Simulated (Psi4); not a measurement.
# MP2/def2-TZVPP run of GeHF (SMILES [F][GeH])

What is the energy change on altering one bond length of GeHF at MP2/def2-TZVPP? 

Program for the calculation: Psi4 1.11.

2 further runs of the same task are left out: 1 that didn't finish, 1 set aside as unsound or not needed.

### 1 Starting point

The species is GeHF (3 atoms), meant as a singlet with charge 0. SMILES: `[F][GeH]`. The coordinates come from a PBE0-D4/def2-TZVP relaxation.

Bond lengths: F1–Ge2 1.757 Å, Ge2–H3 1.609 Å. Angles: F1–Ge2–H3 94.2°.

### 2 A single-point energy at MP2/def2-TZVPP

File fgeh.xyz:

```xyz
3
FGeH
F      0.672100     1.012600     0.469700
Ge    -0.657900     0.195200    -0.335600
H     -0.025200    -1.272700    -0.147400
```

File fgeh_ase.py:

```python
import numpy as np
from ase.calculators.psi4 import Psi4
from ase.io import read

atoms = read('fgeh.xyz')
calc = Psi4(atoms=atoms, method='mp2', basis='def2-TZVPP', memory='1600MB', num_threads=1, charge=0, multiplicity=1, label='fgeh')
calc.psi4.set_options({'puream': True, 'e_convergence': 1e-09, 'd_convergence': 1e-08, 'scf_type': 'pk', 'num_frozen_docc': 10, 'mp2_type': 'conv'})
atoms.calc = calc

print(f'energy: {atoms.get_potential_energy():.6f} eV')
```

Launch:

```bash
$ python fgeh_ase.py
```

fgeh.dat:

```text
[...]
  Running in c1 symmetry.
[...]
  Nuclear repulsion =   99.212640357430828
[...]
  Multiplicity = 1
[...]
  Nalpha       = 21
  Nbeta        = 21
[...]
    Number of basis functions: 93
[...]
   @RHF iter   1: -2174.38631906316823   -3.57965e+00   2.81610e-02 DIIS/ADIIS
[...]
   @RHF iter  12: -2175.43815232790894    4.54747e-13   1.93804e-09 DIIS
[...]
    Orbital Energies [Eh]
    ---------------------
    Doubly Occupied:
       1A   -405.272532     2A    -52.177707     3A    -46.265650
       4A    -46.263972     5A    -46.263124     6A    -26.252378
       7A     -7.221575     8A     -5.198428     9A     -5.193191
      10A     -5.189354    11A     -1.681955    12A     -1.672143
      13A     -1.667282    14A     -1.666240    15A     -1.660019
      16A     -1.523480    17A     -0.722913    18A     -0.628349
      19A     -0.613736    20A     -0.550132    21A     -0.360289
[...]
  @RHF Final Energy: -2175.43815232790894
   => Energetics <=
    Nuclear Repulsion Energy =             99.2126403574308284
    One-Electron Energy =               -3233.2126848453763159
    Two-Electron Energy =                 958.5618921600365638
    Total Energy =                      -2175.4381523279089379
[...]
 Multipole Moments:
 ------------------------------------------------------------------------------------
     Multipole            Electronic (a.u.)      Nuclear  (a.u.)        Total (a.u.)
 ------------------------------------------------------------------------------------
 L = 1.  Multiply by 2.5417464519 to convert [e a0] to [Debye]
 Dipole X            :         -2.5518068            1.9255254           -0.6262814
 Dipole Y            :          0.3472821           -0.7441183           -0.3968362
 Dipole Z            :         -1.3440215            0.9635627           -0.3804588
 Magnitude           :                                                    0.8333404
[...]
	SCS-MP2 Total Energy (a.u.)        : -2175.90322473118840
	SOS-MP2 Total Energy (a.u.)        : -2175.85947207184972
	SCSN-MP2 Total Energy (a.u.)       : -2175.66916636921906
[...]
	SOS-PI-MP2 Total Energy (a.u.)     : -2175.92969202917311
[...]
	MP2 Total Energy (a.u.)            : -2175.92051009254374
[...]
```

Standard output:

```text
energy: -59209.812958 eV
```

It took 4.2 s on 1 thread of Intel Xeon 6975P-C (Granite Rapids), shared host; peak memory 0.52 GiB.

### 3 The distorted shape, same level

File calc.inp:

```
memory 1.6 GB

molecule geom {
  0 1
  F
  Ge 1 R2
  H 2 R3 1 A3

  R2 = 3.8645
  R3 = 1.60949
  A3 = 94.19502
  symmetry c1
  no_reorient
  no_com
}

set {
  basis def2-TZVPP
  reference rhf
  puream true
  e_convergence 1e-09
  d_convergence 1e-08
  scf_type pk
  num_frozen_docc 10
  mp2_type conv
}

energy_value, wavefunction = energy("mp2", return_wfn=True)
print_variables()
```

Launch:

```bash
$ psi4 calc.inp calc.out -n 1
```

calc.out:

```text
[...]
  Running in c1 symmetry.
[...]
  Nuclear repulsion =   51.067054346532117
[...]
  Multiplicity = 1
[...]
  Nalpha       = 21
  Nbeta        = 21
[...]
    Number of basis functions: 93
[...]
   @RHF iter   1: -2174.20963859369385   -4.01437e+00   2.78211e-02 DIIS/ADIIS
[...]
   @RHF iter  14: -2175.22245899570407   -9.09495e-12   4.45791e-09 DIIS
[...]
    Orbital Energies [Eh]
    ---------------------
    Doubly Occupied:
       1A   -405.428480     2A    -52.333241     3A    -46.420085
       4A    -46.419971     5A    -46.417547     6A    -25.981880
       7A     -7.374078     8A     -5.347605     9A     -5.346721
      10A     -5.338236    11A     -1.824777    12A     -1.824765
      13A     -1.813166    14A     -1.812400    15A     -1.810805
      16A     -1.228408    17A     -0.764917    18A     -0.500707
      19A     -0.341022    20A     -0.340799    21A     -0.317799
[...]
  @RHF Final Energy: -2175.22245899570407
   => Energetics <=
    Nuclear Repulsion Energy =             51.0670543465321174
    One-Electron Energy =               -3134.6042088860485819
    Two-Electron Energy =                 908.3146955438119221
    Total Energy =                      -2175.2224589957045282
[...]
 Multipole Moments:
 ------------------------------------------------------------------------------------
     Multipole            Electronic (a.u.)      Nuclear  (a.u.)        Total (a.u.)
 ------------------------------------------------------------------------------------
 L = 1.  Multiply by 2.5417464519 to convert [e a0] to [Debye]
 Dipole X            :         -1.4723454            1.6663604            0.1940150
 Dipole Y            :         -9.8247104            3.5641879           -6.2605225
 Dipole Z            :         -0.0000000            0.0000000           -0.0000000
 Magnitude           :                                                    6.2635281
[...]
	SCS-MP2 Total Energy (a.u.)        : -2175.68952584596900
	SOS-MP2 Total Energy (a.u.)        : -2175.64694472202973
	SCSN-MP2 Total Energy (a.u.)       : -2175.44728733010379
[...]
	SOS-PI-MP2 Total Energy (a.u.)     : -2175.71769234308385
[...]
	MP2 Total Energy (a.u.)            : -2175.70394047279342
[...]
```

Run time: 3.9 s. Hardware: 1 thread of Intel Xeon 6975P-C (Granite Rapids), shared host; peak memory 0.49 GiB.

### 4 Outcome

At MP2/def2-TZVPP, 10 core orbitals frozen:

```
                                                          quantity           value
                                         first shape: total energy  -2175.92051 Eh
                  first shape: HOMO energy (Hartree–Fock orbitals)        -9.80 eV
                  first shape: LUMO energy (Hartree–Fock orbitals)         0.28 eV
                first shape: HOMO–LUMO gap (Hartree–Fock orbitals)        10.09 eV
         first shape: correlation energy (10 core orbitals frozen)      -482.4 mEh
                                     distorted shape: total energy  -2175.70394 Eh
              distorted shape: HOMO energy (Hartree–Fock orbitals)        -8.65 eV
              distorted shape: LUMO energy (Hartree–Fock orbitals)        -2.95 eV
            distorted shape: HOMO–LUMO gap (Hartree–Fock orbitals)         5.69 eV
     distorted shape: correlation energy (10 core orbitals frozen)      -481.5 mEh
energy change with the F1–Ge2 bond stretched from 1.757 to 3.865 Å        5.893 eV
```

In words: One bond (distorted shape) is far stretched, which a spin-restricted single reference describes badly; perturbation theory on it can break down and give far too much correlation. With the F1–Ge2 bond stretched from 1.757 to 3.865 Å the energy rises by 5.89 eV (136 kcal/mol). The first shape isn't relaxed at this level, so the change isn't measured from a minimum. A restricted reference can't describe the breaking bond well at this length.
